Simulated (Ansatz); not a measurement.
Runs of Ansatz 0.2.0 on Ba2Tl5V3O12. The structure is tetragonal, space group P-42m (No. 111). The conventional cell has a = 10.975 Å, b = 10.975 Å, c = 6.604 Å, α = 90.00°, β = 90.00°, γ = 90.00°. Ba (site symmetry 222) has 4 O at 2.58 Å as nearest neighbours. V (site symmetry -42m) has 4 O at 1.73 Å as nearest neighbours. Around V (site symmetry 222) lie 4 O at 1.73 Å. Tl (site symmetry -42m) is surrounded by 4 O at 2.65 Å. Around Tl (site symmetry m) lie 3 O at 2.50 to 2.65 Å. O (site symmetry m) is surrounded by 1 V at 1.73 Å. O (site symmetry 1) has 1 V at 1.73 Å as nearest neighbours. The cell was built by a generator and needn't be a form met in nature.

```csv
task,level,U,cell,k mesh,hubbard projectors,double counting,points for each segment of the path,gap on the mesh (eV),pressure (GPa),moment (μB),relaxed volume (Å³/atom),largest force (eV/Å)
projected density of states,PBE+U,V d U = 8 eV,as given,3 × 3 × 4,ortho-atomic (the default),fll (the default),-,2.58,0.4,0.00,-,0.27
relaxation of cell and atoms,PBE+D4,-,relaxed,2 × 2 × 3,-,-,-,2.47,0.0,0.00,(b),-
band structure,PBE,-,as given,3 × 3 × 4,-,-,10,2.57,0.0,0.00,-,-
projected density of states,PBE,-,as given,3 × 3 × 4,-,-,-,2.57,0.0,0.00,-,-
atomic charges,PBE,-,as given,3 × 3 × 4,-,-,-,2.57,0.0,0.00,-,-
projected density of states,PBE+U,V d U = 6 eV,as given,3 × 3 × 4,ortho-atomic (the default),fll (the default),-,2.58,(c),0.00,-,(a)
relaxation of cell and atoms,PBE+D3(BJ)-ATM,-,relaxed,2 × 2 × 3,-,-,-,2.56,0.0,0.00,35.94,0.01
electron localisation function,PBE,-,as given,3 × 3 × 4,-,-,-,2.57,0.0,0.00,-,-
```

Alike in all rows: potentials or basis Ansatz PAW; spin collinear, ferromagnetic start; cutoff (eV) 420; smearing fermi-dirac 0.05 eV.

Estimate the missing entries.

(a) 0.19; (b) 34.40; (c) 0.3.

Caveats: spin-orbit coupling is left out, which as a rule narrows the gap of such compounds by several tenths of an eV; the starting moments weren't kept; odd divisions of the mesh miss points on the zone boundary, where band edges often lie, so the gap on the mesh can be too wide (some runs); the magnetic or orbital state may not be the lowest (some runs); the plane-wave basis is chosen anew once the cell has moved, so the energies of steps on either side of that aren't comparable (some runs); the k mesh misses the band edges, so the gap on the mesh is wider than the one along the path (some runs).

A k mesh can miss the band edges, and the runs leave out spin-orbit coupling on Ba, Tl.
